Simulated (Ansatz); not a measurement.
# One shape, several levels: GeH4O2 (SMILES [OH][GeH2][OH])

We compute a comparison of 6 runs (B2PLYP/cc-pVDZ, B3LYP/cc-pVDZ, BLYP/cc-pVDZ, HSE06/cc-pVDZ, PBE/cc-pVDZ, wB97M-V/cc-pVDZ) of GeH4O2. 

The calculation is run with Ansatz 0.2.0.

53 further runs of the same task are left out: 53 set aside as unsound or not needed.

## 1. The molecule

GeH4O2: 7 atoms, total charge 0, spin state singlet. SMILES: `[OH][GeH2][OH]`. The O1–H4 distance was set to 1.726 Å, away from the relaxed value. At this shape a bond of the SMILES string is far longer than usual.

Bond lengths: O1–Ge2 1.776 Å, Ge2–O3 1.773 Å, Ge2–H5 1.543 Å, Ge2–H6 1.525 Å, O3–H7 0.959 Å. Angles: O1–Ge2–O3 110.8°, O1–Ge2–H5 108.6°, O1–Ge2–H6 106.6°, O3–Ge2–H5 109.7°, O3–Ge2–H6 104.9°, Ge2–O3–H7 113.6°, H5–Ge2–H6 116.1°.

## 2. The energy at B2PLYP/cc-pVDZ (run 1)

The input, run.yaml:

```yaml
crystal:
  periodic: [false, false, false]
  atoms:
    - {symbol: O, position_ang: [-1.376424, -0.413840, 0.584632]}
    - {symbol: Ge, position_ang: [0.138376, 0.379160, 1.063832]}
    - {symbol: O, position_ang: [1.462276, -0.796740, 1.159132]}
    - {symbol: H, position_ang: [-1.634900, -0.418700, -1.122100]}
    - {symbol: H, position_ang: [0.478276, 1.462660, 0.019432]}
    - {symbol: H, position_ang: [-0.057624, 0.865260, 2.495832]}
    - {symbol: H, position_ang: [1.740476, -1.133040, 0.304732]}
basis:
  gaussian:
    orbitals: cc-pVDZ
accuracy: high
output:
  orbitals: {seedname: orbitals}
hamiltonian:
  xc: {name: B2PLYP}
correlation:
  frozen_orbitals: {Ge: 9, H: 0, O: 1}
```

Command:

```bash
$ ansatz run run.yaml --threads 1 --pin off --max-ram 3480MiB --events-out events.jsonl --progress --plain --runs-dir runs
```

Standard output:

```text
Warning: RAYON_NUM_THREADS=1 ignored (pool sized by the plan → 1); use --threads N
Functional definition: B2PLYP
  name "B2PLYP"
  parameter a = 0.53
  parameter c = 0.27
  exchange = (1 - a)*b88_x + a*exact_x
  correlation = (1 - c)*lyp_c + c*(mp2_os + mp2_ss)
1673 factors; integrals over basis functions are off by at most 4.5e-9 eV
mean field evaluation 1: about -60645.7471 eV, gradient 6.2e1 eV
mean field evaluation 2: about -60645.9057 eV, gradient 6.2e1 eV
mean field evaluation 4: about -60653.6129 eV, gradient 1.5e1 eV
mean field evaluation 8: about -60654.1154 eV, gradient 1.3e0 eV
mean field evaluation 16: about -60654.1202 eV, gradient 3.9e-4 eV
mean field -60654.12017033 eV, -2228.9978034205 hartree, gradient 5.5e-8 eV, S^2 0.000000; 0 other end points of the search recorded, 0 dependent functions left out; unrestricted orbitals would lower it
11 core orbitals not correlated: weight in the atoms' cores, before any rotation towards them, 1.000 or more for the frozen orbitals, at most 0.000 for the correlated occupied ones
reference -60654.12019467 eV, -2228.9978043147 hartree; 15, 15 occupied and 49, 49 virtual orbitals, 1673 factors
second order -18.25253730 eV of doubles, -0.00000000 eV of singles
Total energy: -60659.04837974 eV, -2229.1789117756 hartree
```

Wall time 8.7 s (1 thread of Arm Neoverse V2, shared host); peak memory 0.24 GiB.

## 3. A single-point energy at B3LYP/cc-pVDZ (run 2)

The input, job.yaml:

```yaml
basis:
  gaussian:
    orbitals: cc-pVDZ
crystal:
  periodic: [false, false, false]
  atoms:
    - symbol: O
      position_ang: [-1.376424, -0.413840, 0.584632]
    - symbol: Ge
      position_ang: [0.138376, 0.379160, 1.063832]
    - symbol: O
      position_ang: [1.462276, -0.796740, 1.159132]
    - symbol: H
      position_ang: [-1.634900, -0.418700, -1.122100]
    - symbol: H
      position_ang: [0.478276, 1.462660, 0.019432]
    - symbol: H
      position_ang: [-0.057624, 0.865260, 2.495832]
    - symbol: H
      position_ang: [1.740476, -1.133040, 0.304732]
hamiltonian:
  xc: {name: B3LYP}
accuracy: high
output:
  orbitals: {seedname: orbitals}
```

Command:

```bash
$ ansatz run job.yaml --threads 1 --pin off --max-ram 3480MiB --events-out events.jsonl --progress --plain --runs-dir runs
```

Standard output:

```text
Warning: RAYON_NUM_THREADS=1 ignored (pool sized by the plan → 1); use --threads N
Functional definition: B3LYP
  name "B3LYP"
  parameter a0 = 0.2
  parameter ax = 0.72
  parameter ac = 0.81
  exchange = (1 - a0 - ax)*slater_x + ax*b88_x + a0*exact_x
  correlation = (1 - ac)*vwn_rpa_c + ac*lyp_c
1673 factors; integrals over basis functions are off by at most 4.5e-9 eV
mean field evaluation 1: about -60663.6820 eV, gradient 7.4e1 eV
mean field evaluation 2: about -60608.6515 eV, gradient 1.6e2 eV
mean field evaluation 4: about -60673.7419 eV, gradient 2.5e1 eV
mean field evaluation 8: about -60674.9756 eV, gradient 3.4e-1 eV
mean field evaluation 16: about -60675.0581 eV, gradient 1.6e-4 eV
mean field -60675.05814251 eV, -2229.7672597056 hartree, gradient 9.7e-8 eV, S^2 0.000000; 0 other end points of the search recorded, 0 dependent functions left out
reference -60675.05818081 eV, -2229.7672611134 hartree; 26, 26 occupied and 49, 49 virtual orbitals, 1673 factors
Total energy: -60675.05818081 eV, -2229.7672611134 hartree
```

Wall time 6 s (1 thread of Arm Neoverse V2, shared host); peak memory 0.24 GiB.

Runs 3 to 5 aren't shown in full; the table further down has their settings and results.

## 4. The energy at wB97M-V/cc-pVDZ (run 6)

The input, run.yaml:

```yaml
crystal:
  periodic: [false, false, false]
  atoms:
    - symbol: O
      position_ang: [-1.376424, -0.413840, 0.584632]
    - symbol: Ge
      position_ang: [0.138376, 0.379160, 1.063832]
    - symbol: O
      position_ang: [1.462276, -0.796740, 1.159132]
    - symbol: H
      position_ang: [-1.634900, -0.418700, -1.122100]
    - symbol: H
      position_ang: [0.478276, 1.462660, 0.019432]
    - symbol: H
      position_ang: [-0.057624, 0.865260, 2.495832]
    - symbol: H
      position_ang: [1.740476, -1.133040, 0.304732]
basis:
  gaussian: {orbitals: cc-pVDZ}
hamiltonian: {xc: {name: wB97M-V}}
accuracy: high
output: {orbitals: {seedname: orbitals}}
```

Command:

```bash
$ ansatz run run.yaml --threads 1 --pin off --max-ram 3480MiB --events-out events.jsonl --progress --plain --runs-dir runs
```

Standard output, cut to the lines that bear on the results:

```text
Warning: RAYON_NUM_THREADS=1 ignored (pool sized by the plan → 1); use --threads N
Functional definition: wB97M-V
  name "wB97M-V"
[...]
  gx(w, u) = 1 - cx + cx01*u + cx10*w
  gss(w, u) = css00 + css04*u^4 + css10*w + css20*w^2 + css43*w^4*u^3
  gos(w, u) = cos00 + cos10*w + (cos20 + cos21*u)*w^2 + (cos60 + cos61*u)*w^6
[...]
      + integral(e_c_pw_mod_opposite_spin*gos(b97_w_opposite, b97_u_opposite)) + vv10(b, c)
1673 factors; integrals over basis functions are off by at most 4.5e-9 eV
309 factors; integrals over basis functions are off by at most 2.1e-9 eV
[...]
mean field -60669.01654027 eV, -2229.5452349187 hartree, gradient 5.9e-8 eV, S^2 0.000000; 0 other end points of the search recorded, 0 dependent functions left out
reference -60669.01654458 eV, -2229.5452350769 hartree; 26, 26 occupied and 49, 49 virtual orbitals, 1673 factors
Total energy: -60669.01654458 eV, -2229.5452350769 hartree
```

Wall time 53 s (1 thread of Arm Neoverse V2, shared host); peak memory 0.46 GiB.

## 5. Overview of the runs

```csv
run,level,frozen core orbitals,energy (Eh),HOMO energy (eV),LUMO energy (eV),HOMO–LUMO gap (eV),wall time
1,B2PLYP/cc-pVDZ,11,-2229.178912,-9.76,-2.19,7.57,8.7 s
2,B3LYP/cc-pVDZ,–,-2229.767261,-7.94,-3.86,4.09,6 s
3,BLYP/cc-pVDZ,–,-2229.753322,-6.34,-4.47,1.87,4.5 s
4,HSE06/cc-pVDZ,–,-2229.285453,-7.84,-3.98,3.86,6.6 s
5,PBE/cc-pVDZ,–,-2229.248461,-6.44,-4.56,1.88,4.8 s
6,wB97M-V/cc-pVDZ,–,-2229.545235,-10.60,-1.38,9.21,53 s
```

## 6. Results

| quantity | value |
| --- | --- |
| run 6: total energy | -2229.54524 Eh |
| run 6: HOMO energy | -10.60 eV |
| run 6: LUMO energy | -1.38 eV |
| run 6: HOMO–LUMO gap | 9.21 eV |

In words: The HOMO–LUMO gap runs from 1.87 eV (BLYP/cc-pVDZ) to 9.21 eV (wB97M-V/cc-pVDZ). Totals of different functionals can't be ranked against each other. In run 1 the log says that unrestricted orbitals would lower the reference, so the values rest on an unstable closed-shell determinant (other closed-shell runs at this shape may share the fault). In runs 1, 2, 3, 4, 5, 6 a closed-shell determinant meets a far-stretched bond, which it describes badly. All runs together took 84 s, the longest 53 s.
